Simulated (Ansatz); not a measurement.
I need a rigid torsion scan of CH4OSb, SMILES C[O][SbH]. Use the Ansatz DFT code, driven from Python. Settings (for the species named): r2SCAN, def2-SVP basis, multiplicity 2.

```xyz
7

C    -0.4812    0.5730   -0.1865
O    -0.6683   -0.4845    0.6567
Sb    0.6167   -1.9020    0.0133
H    -0.7023    0.3429   -1.2472
H     0.5017    1.0258   -0.1600
H    -1.2391    1.4249    0.1189
H     2.0337   -1.0482    0.7591
```

`ch4osb.py`:
```python
import warnings

import ansatz as az
from ase import Atoms

BASIS = "def2-SVP"
FUNCTIONAL = "r2scan"
FMAX = 0.02


def main() -> None:
    warnings.simplefilter("ignore", az.DeckWarning)

    atoms = Atoms(["C", "O", "Sb", "H", "H", "H", "H"], positions=[
        [-0.4812, 0.573, -0.1865],
        [-0.6683, -0.4845, 0.6567],
        [0.6167, -1.902, 0.0133],
        [-0.7023, 0.3429, -1.2472],
        [0.5017, 1.0258, -0.16],
        [-1.2391, 1.4249, 0.1189],
        [2.0337, -1.0482, 0.7591],
    ])

    first = (
        az.Crystal.molecule_from_ase(atoms).calculation()
        .basis(gaussian=BASIS)
        .functional(FUNCTIONAL)
        .spin("collinear", total=1)
        .relax(force_tolerance=FMAX, max_steps=80)
    )
    atoms.positions = first.run(threads=1).report["positions_ang"]

    start = atoms.get_dihedral(3, 0, 1, 2)
    energies = {}
    for turn in range(0, 360, 40):
        turned = atoms.copy()
        turned.set_dihedral(3, 0, 1, 2, start + turn, indices=[1, 2, 6])
        job = az.Crystal.molecule_from_ase(turned).calculation()
        job = job.basis(gaussian=BASIS).functional(FUNCTIONAL)
        job = job.spin("collinear", total=1)
        energies[round((start + turn) % 360)] = job.run(threads=1).report["free_energy_ev"]
    floor = min(energies.values())
    print("dihedral H3-C0-O1-Sb2 (deg)   E - E(min) (eV)")
    for angle, e in sorted(energies.items()):
        print(f"{angle:8d} {(e - floor):14.3f}  " + "#" * int(30 * (e - floor) / max(max(energies.values()) - floor, 1e-9)))


if __name__ == "__main__":
    main()
```

```console
$ python ch4osb.py
dihedral H3-C0-O1-Sb2 (deg)   E - E(min) (eV)
      24          0.026  ###########
      64          0.000
     104          0.026  ###########
     144          0.044  ####################
     184          0.038  #################
     224          0.063  ############################
     264          0.066  ##############################
     304          0.038  #################
     344          0.041  ##################
```

What to keep in mind:
- The scan is rigid and the energies are electronic, in a modest basis. With rigid groups the curve can differ much from the relaxed path, the start wasn't checked as a minimum of this torsion, and equivalent turns needn't return to the same energy.
- def2 sets replace the cores of elements past krypton by effective core potentials.
- The run takes the species as open-shell (spin multiplicity 2), which needn't be its ground state.
- Wall time of the script: 2.5 min on 1 thread of Arm Neoverse V2 (shared host), peak memory 0.29 GiB.
